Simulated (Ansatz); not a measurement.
# C8H16: taking an electron away

Aim: the vertical ionisation energy of C8H16, as cation minus neutral at the neutral's geometry, on several levels, and how well −ε(HOMO) stands in for it.

Program: Ansatz 0.2.0, Gaussian basis. Level of theory: unrestricted cation, the program's frozen cores in correlated methods. These are calculated values, not measurements.

Levels to be run: UKS PBE-D4/def2-TZVPP; UKS r2SCAN-D4/def2-TZVPP; UKS PBE0-D4/def2-TZVPP; UKS B3LYP-D4/def2-TZVPP; UKS wB97X-V/def2-TZVPP; UKS wB97M-V/def2-TZVPP; UKS B2PLYP/def2-TZVPP; UHF-CCSD(T)/def2-TZVPP; UHF-MP2/def2-QZVPP; extrapolation to the limit; then −ε(HOMO) from the neutral's earlier runs with LDA (SPW92), PBE-D4, revPBE-D4, BLYP-D4, r2SCAN-D4, B97M-V, PBE0-D4, B3LYP-D4, r2SCANh-D4, r2SCAN0-D4, HSE06-D4, BHLYP-D4, CAM-B3LYP-D4, LC-ωPBE, ωB97X-V, ωB97M-V.

## 1. The geometry

An earlier PBE0-D4 in a triple-zeta def2 set relaxation fixed the geometry.

SMILES `C=CCCCCCC`, 24 atoms, charge 0, spin multiplicity 1.

Atoms are counted from 1 here; the program's logs count them from 0.

Bond lengths: C1–C2 1.326 Å, C1–H9 1.084 Å, C1–H10 1.086 Å, C2–C3 1.492 Å, C2–H11 1.089 Å, C3–C4 1.531 Å, C3–H12 1.096 Å, C3–H13 1.094 Å, C4–C5 1.524 Å, C4–H14 1.095 Å, C4–H15 1.096 Å, C5–C6 1.520 Å, C5–H16 1.096 Å, C5–H17 1.096 Å, C6–C7 1.520 Å, C6–H18 1.098 Å, C6–H19 1.096 Å, C7–C8 1.519 Å and more. Angles: C2–C1–H9 121.8°, C2–C1–H10 121.3°, H9–C1–H10 116.9°, C1–C2–C3 124.8°, C1–C2–H11 118.6°, C3–C2–H11 116.6°, C2–C3–C4 113.7°, C2–C3–H12 109.1°, C2–C3–H13 109.2°, C4–C3–H12 109.1°, C4–C3–H13 109.0°, H12–C3–H13 106.4°, C3–C4–C5 115.3°, C3–C4–H14 108.5°, C3–C4–H15 108.3°, C5–C4–H14 109.0°, C5–C4–H15 109.0°, H14–C4–H15 106.5° and more.

## 2. Cation, UKS PBE-D4/def2-TZVPP

in.yaml

```yaml
crystal:
  periodic: [false, false, false]
  atoms:
    - {symbol: C, position_ang: [-0.196361, -3.005837, 2.364565]}
    - {symbol: C, position_ang: [-0.306370, -1.995051, 1.513627]}
    - {symbol: C, position_ang: [-0.709829, -0.607270, 1.885627]}
    - {symbol: C, position_ang: [0.399527, 0.429908, 1.689647]}
    - {symbol: C, position_ang: [0.951427, 0.533611, 0.273409]}
    - {symbol: C, position_ang: [-0.080730, 0.901800, -0.779987]}
    - {symbol: C, position_ang: [0.520413, 1.097392, -2.162081]}
    - {symbol: C, position_ang: [-0.513265, 1.457184, -3.214835]}
    - {symbol: H, position_ang: [0.107799, -3.994284, 2.040316]}
    - {symbol: H, position_ang: [-0.412171, -2.879377, 3.421600]}
    - {symbol: H, position_ang: [-0.082318, -2.171770, 0.463134]}
    - {symbol: H, position_ang: [-1.583581, -0.315297, 1.291089]}
    - {symbol: H, position_ang: [-1.028722, -0.593751, 2.932153]}
    - {symbol: H, position_ang: [1.220193, 0.193626, 2.374823]}
    - {symbol: H, position_ang: [0.012356, 1.409076, 1.994358]}
    - {symbol: H, position_ang: [1.747376, 1.287006, 0.266875]}
    - {symbol: H, position_ang: [1.435154, -0.409137, -0.007066]}
    - {symbol: H, position_ang: [-0.598891, 1.820857, -0.476248]}
    - {symbol: H, position_ang: [-0.854045, 0.126626, -0.837453]}
    - {symbol: H, position_ang: [1.286391, 1.880133, -2.113998]}
    - {symbol: H, position_ang: [1.044836, 0.181298, -2.458371]}
    - {symbol: H, position_ang: [-0.057270, 1.592853, -4.198221]}
    - {symbol: H, position_ang: [-1.271698, 0.674308, -3.305569]}
    - {symbol: H, position_ang: [-1.030214, 2.386066, -2.957396]}
basis:
  gaussian: {orbitals: def2-TZVPP}
total_charge: 1
magnetization: {spin_polarized: true, initial_magnetization: 1}
hamiltonian: {xc: pbe, dispersion: d4}
```

Run with:

```sh
ansatz run in.yaml --threads 4 --pin off --events-out ev --progress --plain --max-ram 46080MiB --backend cuda --devices 0, --max-vram 37GiB
```

The runs that follow: Cation, UKS r2SCAN-D4/def2-TZVPP; Cation, UKS PBE0-D4/def2-TZVPP; Cation, UKS B3LYP-D4/def2-TZVPP; Cation, UKS wB97X-V/def2-TZVPP; Cation, UKS wB97M-V/def2-TZVPP; Cation, UKS B2PLYP (frozen core)/def2-TZVPP; Cation, UHF-CCSD(T)/def2-TZVPP; Cation, UHF-MP2/def2-QZVPP.

Before running them: what should the planned runs give, taken together? Wanted: ionisation energy, CCSD(T)/CBS; nearest functional by difference; nearest −ε(HOMO); −ε(HOMO) of PBE; T1 of the cation.

The runs gave:

```
                        quantity               value
  ionisation energy, CCSD(T)/CBS             9.82 eV
nearest functional by difference  ωB97X-V (-0.30 eV)
                nearest −ε(HOMO)  ωB97X-V (-0.13 eV)
                 −ε(HOMO) of PBE             6.21 eV
                T1 of the cation               0.018
```

In words: By cation minus neutral, the functionals miss by 0.74 eV at most. The PBE orbital energy is 3.6 eV too small: a semilocal HOMO is no ionisation energy. Among orbital estimates ωB97X-V comes nearest. Hartree-Fock falls 1.65 eV short, as the neutral has more correlation energy than the cation.
